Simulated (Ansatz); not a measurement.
# SiGeH7 (doublet): the correlation ladder at distance Ge1–H5 along a hydrogen transfer = 1.883 Å, cc-pVDZ

Aim: climb from Hartree-Fock through coupled cluster and multireference methods for SiGeH7 (doublet) at one geometry and basis, and see what each rung misses.

Computed with Ansatz 0.2.0, Gaussian basis. Level: cc-pVDZ, core rule «outside noble gas», up to 19 orbitals frozen.

To be run: UHF; CCSD(T) on ROHF; CCSD(T) on UHF; BCCD(T) on ROHF; CISD; CCSDT(Q) on ROHF; CCSDT(Q) on UHF; CASSCF and MRCISD+Q, 3 electrons in 3 orbitals; CASSCF and NEVPT2, 3 electrons in 3 orbitals; CASSCF and MRCISD+Q, 9 electrons in 9 orbitals; CASSCF and NEVPT2, 9 electrons in 9 orbitals.

## 1. What is computed

The geometry derives from fragments relaxed apart (PBE0/def2-TZVP) and kept rigid, so it is no stationary point. A hydrogen atom is moved between rigid fragments. No spin-orbit coupling is included. The filled d shell of Ge may be among the frozen orbitals whatever the setting's name suggests; the logs give the count.

9 atoms, charge 0, spin multiplicity 2.

Atoms are counted from 1 here; the program's logs count them from 0.

Bond lengths: Ge1–H2 1.534 Å, Ge1–H3 1.534 Å, Ge1–H4 1.534 Å, Ge1–H5 1.883 Å, Si6–H7 1.486 Å, Si6–H8 1.486 Å, Si6–H9 1.486 Å. Angles: H2–Ge1–H3 109.5°, H2–Ge1–H4 109.5°, H2–Ge1–H5 109.5°, H3–Ge1–H4 109.5°, H3–Ge1–H5 109.5°, H4–Ge1–H5 109.5°, H7–Si6–H8 111.3°, H7–Si6–H9 111.3°, H8–Si6–H9 111.3°.

Geometry (Å):

| atom | x (Å) | y (Å) | z (Å) |
| --- | --- | --- | --- |
| Ge1 | -1.1089 | 0.0000 | 0.0000 |
| H2 | -1.6204 | 1.4466 | 0.0000 |
| H3 | -1.6204 | -0.7233 | 1.2528 |
| H4 | -1.6204 | -0.7233 | -1.2528 |
| H5 | 0.7741 | 0.0000 | 0.0000 |
| Si6 | 2.6781 | 0.0000 | 0.0000 |
| H7 | 3.1280 | -1.4163 | 0.0000 |
| H8 | 3.1280 | 0.7081 | -1.2265 |
| H9 | 3.1280 | 0.7081 | 1.2265 |

## 2. UHF

Contents of in.yaml:

```yaml
crystal:
  periodic: [false, false, false]
  atoms:
    - {symbol: Ge, position_ang: [-1.108943, 0.000000, 0.000000]}
    - {symbol: H, position_ang: [-1.620393, 1.446599, 0.000000]}
    - {symbol: H, position_ang: [-1.620393, -0.723300, 1.252792]}
    - {symbol: H, position_ang: [-1.620393, -0.723299, -1.252792]}
    - {symbol: H, position_ang: [0.774057, 0.000000, 0.000000]}
    - {symbol: Si, position_ang: [2.678057, 0.000000, 0.000000]}
    - {symbol: H, position_ang: [3.128031, -1.416253, 0.000000]}
    - {symbol: H, position_ang: [3.128031, 0.708127, -1.226511]}
    - {symbol: H, position_ang: [3.128031, 0.708127, 1.226511]}
basis:
  gaussian: {orbitals: cc-pVDZ}
magnetization: {spin_polarized: true, initial_magnetization: 1}
hamiltonian: {xc: hf}
output: {orbitals: {seedname: orbitals}}
```

Launch:

```console
$ ansatz run in.yaml --threads 1 --pin off --events-out ev --progress --plain --max-ram 2816MiB --backend cpu
```

After this run come: CCSD(T) on ROHF; CCSD(T) on UHF; BCCD(T) on ROHF; CISD; CCSDT(Q) on ROHF; CCSDT(Q) on UHF; CASSCF and MRCISD+Q, 3 electrons in 3 orbitals; CASSCF and NEVPT2, 3 electrons in 3 orbitals; CASSCF and MRCISD+Q, 9 electrons in 9 orbitals; CASSCF and NEVPT2, 9 electrons in 9 orbitals.

Before running them: what should the planned runs give, taken together? Wanted: UCCSDT(Q) below the RHF energy; RMP2 from UCCSDT(Q); UMP2 from UCCSDT(Q); RCCSD from UCCSDT(Q); RCCSD(T) from UCCSDT(Q); UCCSD(T) from UCCSDT(Q); RCCSDT(Q) from UCCSDT(Q); NEVPT2 pair from UCCSDT(Q); MRCISD+Q pair from UCCSDT(Q).

**Answer**, as computed:

```
                         quantity                      value
   UCCSDT(Q) below the RHF energy                 -7.8474 eV
              RMP2 from UCCSDT(Q)              +166.8 kJ/mol
              UMP2 from UCCSDT(Q)              +170.5 kJ/mol
             RCCSD from UCCSDT(Q)               +20.3 kJ/mol
          RCCSD(T) from UCCSDT(Q)                +4.2 kJ/mol
          UCCSD(T) from UCCSDT(Q)                +4.3 kJ/mol
         RCCSDT(Q) from UCCSDT(Q)                +0.2 kJ/mol
       NEVPT2 pair from UCCSDT(Q)              +163.8 kJ/mol
     MRCISD+Q pair from UCCSDT(Q)                +8.8 kJ/mol
   NEVPT2 frontier from UCCSDT(Q)              +149.3 kJ/mol
levels within 1 kcal/mol (43 meV)  RCCSDT, UCCSDT, RCCSDT(Q)
                    T1 diagnostic                      0.018
```

In words: RCCSD(T) lands +4.2 kJ/mol from the yardstick (0.6 % of the correlation energy). Of the multireference levels listed MRCISD+Q pair comes nearest in total energy (+8.8 kJ/mol), which doesn't show that its space is the better one. These misses are within one basis, not against nature; the frozen cores of restricted and unrestricted runs differ, which can shift their rows.
